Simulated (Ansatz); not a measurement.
# SnBr4Cl: one candidate of a structure search

Where does this trial cell of SnBr4Cl go when cell and atoms are let free?

Computed with Ansatz 0.2.0 (DFT PBE, scalar-relativistic, plane waves, PAW, unless a step's input says otherwise).

## (1) The starting structure

Symmetry: P4/mmm, No. 123, tetragonal system. The conventional cell has a = 4.500 Å, b = 4.500 Å, c = 7.756 Å, α = 90.00°, β = 90.00°, γ = 90.00°. Sn (site symmetry 4/mmm) has 6 Br at 2.15 to 2.25 Å as nearest neighbours. Br (site symmetry mmm) has 2 Sn at 2.25 Å as nearest neighbours. Around Br (site symmetry 4mm) lie 1 Sn at 2.15 Å. Cl (site symmetry 4/mmm) is surrounded by 8 Br at 3.62 Å.

Coordinates:

```cif
data_structure
_symmetry_space_group_name_H-M 'P4/mmm'
_symmetry_Int_Tables_number 123
_cell_length_a 4.5000
_cell_length_b 4.5000
_cell_length_c 7.7564
_cell_angle_alpha 90.000
_cell_angle_beta 90.000
_cell_angle_gamma 90.000
_cell_volume 157.07
loop_
_atom_site_label
_atom_site_type_symbol
_atom_site_symmetry_multiplicity
_atom_site_Wyckoff_symbol
_atom_site_fract_x
_atom_site_fract_y
_atom_site_fract_z
_atom_site_occupancy
Sn1 Sn 1 a 0.00000 0.00000 0.00000 1
Br1 Br 2 f 0.50000 0.00000 0.00000 1
Br2 Br 2 g 0.00000 0.00000 0.27700 1
Cl1 Cl 1 d 0.50000 0.50000 0.50000 1
```

A structure generator made this guess: species swapped into a database cell of RbAlF4 (P4/mmm, No. 123), with Cl on the Rb sites, Sn on the Al sites and Br on the F sites. Its size is a rough estimate.

## (2) Probe: one point on a coarse mesh

The input, input.yaml:

```yaml
crystal:
  lattice:
    - [4.50002165, 0.0, 0.0]
    - [0.0, 4.50002165, 0.0]
    - [0.0, 0.0, 7.75640555]
  atoms:
    - { symbol: Sn, position: [0.0, 0.0, 0.0] }
    - { symbol: Br, position: [0.5, 0.0, 0.0] }
    - { symbol: Br, position: [0.0, 0.5, 0.0] }
    - { symbol: Br, position: [0.0, 0.0, 0.27700001] }
    - { symbol: Br, position: [0.0, 0.0, 0.72299999] }
    - { symbol: Cl, position: [0.5, 0.5, 0.5] }
basis:
  ecutwfc: 420
kpoints:
  mp_grid: { grid: [4, 4, 2] }
hamiltonian:
  xc: pbe
scf:
  occupations: { method: gaussian, width: 0.1 }
  lower_state_search: "off"
output:
  forces: true
  stress: true
  eigenvalues: true
```

Started as:

```
$ ansatz run input.yaml --threads 1 --pin off --max-ram 2560MiB --backend cpu --events-out ev --progress --plain --runs-dir out
```

The session goes on with these runs: rough relaxation on the coarse mesh; relaxation on the finer mesh.

**Question.** What will these runs give? Wanted: conventional cell; volume; energy over the elements; gap on the mesh.

As calculated:

| quantity | value |
| --- | --- |
| symmetry at the end (tolerance 0.05 Å) | space group P4/mmm (No. 123) |
| conventional cell | a = 5.498 Å, b = 5.498 Å, c = 8.461 Å, α = 90.00°, β = 90.00°, γ = 90.00° |
| volume | 42.63 Å³/atom |
| energy over the elements (uncorrected; H, N, O, F and Cl as molecules), grey Sn | -0.15 eV/atom |
| gap on the mesh | none (metal) |

**Reading.** The space group P4/mmm (No. 123) is kept, and the volume per atom grows by 62.9 % from the first guess. It lies below the elements, which doesn't yet make it stable: competing phases were not computed in this session. No finished test with a distortion of lower symmetry is shown, so the end may be a saddle point. Spin polarisation is off in the runs that give these values; a magnetic solution could lie lower.
